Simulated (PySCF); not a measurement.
# SeBr+: from the state search to spectroscopic constants

The task here is to estimate one member of a computed series from the others.

The runs use PySCF 2.14.0; Se cc-pVDZ-PP with ECP10, Br cc-pVDZ-PP with ECP10, scalar-relativistic core potentials.

The first run:

A driver script around PySCF takes these settings:

| Quantity | Value |
| --- | --- |
| atoms | Se, Br |
| charge | 1 |
| basis | Se cc-pVDZ-PP with ECP10, Br cc-pVDZ-PP with ECP10 |
| Hamiltonian | scalar-relativistic core potentials |
| basis functions | 46 |
| electrons treated | 48 |
| masses in u | 79.9165, 78.9183 |
| levels | PBE0, PBE, r²SCAN, revPBE, BHandHLYP, B2PLYP, HF, MP2, SCS-MP2, CCSD, CCSD(T) |
| grid | 80 radial by 434 angular points |
| occupations | held fixed by the projection of orbital angular momentum |
| dissociation limit | Se+ + Br, each in its ground configuration |
| starting distance in angstrom | 2.330 |
| values of 2S to try | 0, 2, 4 |

On the command line:

```
OMP_NUM_THREADS=1 python dia.py task.json out
```

Steps of the session up to this table: The job; PBE0 along the bond; Excited determinants; PBE; r²SCAN (meta-GGA); revPBE (GGA); BHandHLYP (global hybrid GGA); B2PLYP (double hybrid); UHF (mean field); Adding correlation.

One of the session's tables, all rows but one given; the rest of the session is left out.

It belongs to the step «The curves together». Energy (eV) from each level's lowest point:

```
R (Å)    UHF  UHF-MP2  UHF-SCS-MP2  UHF-CCSD  UHF-CCSD(T)
1.883  1.629    1.650        1.695       n/a          n/a
1.971  0.712    0.705        0.742     0.805        0.834
2.059  0.223    0.203        0.229     0.271        0.288
2.124      ?        ?            ?         ?            ?
2.190  0.000    0.000        0.000     0.000        0.000
2.256  0.032    0.061        0.045     0.018        0.011
2.343  0.160    0.254        0.216     0.138        0.125
2.453  0.370    0.643        0.584     0.382        0.366
2.584  0.575    1.151        1.078     0.741        0.722
2.759  0.735    1.597        1.508       n/a          n/a
```

Q: Estimate the row for R (Å) = 2.124 from the others.

Worked estimate for «UHF». A straight line through the neighbours (2.059, 0.223) and (2.190, 0.000) gives 0.223 + (0.000 − 0.223) × (2.124 − 2.059) / (2.190 − 2.059) = 0.112; a parabola fitted to 4 rows on both sides gives 0.046.

**Answer.** UHF: 0.052; UHF-MP2: 0.036; UHF-SCS-MP2: 0.050; UHF-CCSD: 0.073; UHF-CCSD(T): 0.081. In «UHF» the line misses by +0.060 and the parabola by -0.006.

State 3 has its PBE0 minimum 1.22 eV higher. State 4 has its PBE0 minimum 2.24 eV higher. The other levels ran on the lowest alone.
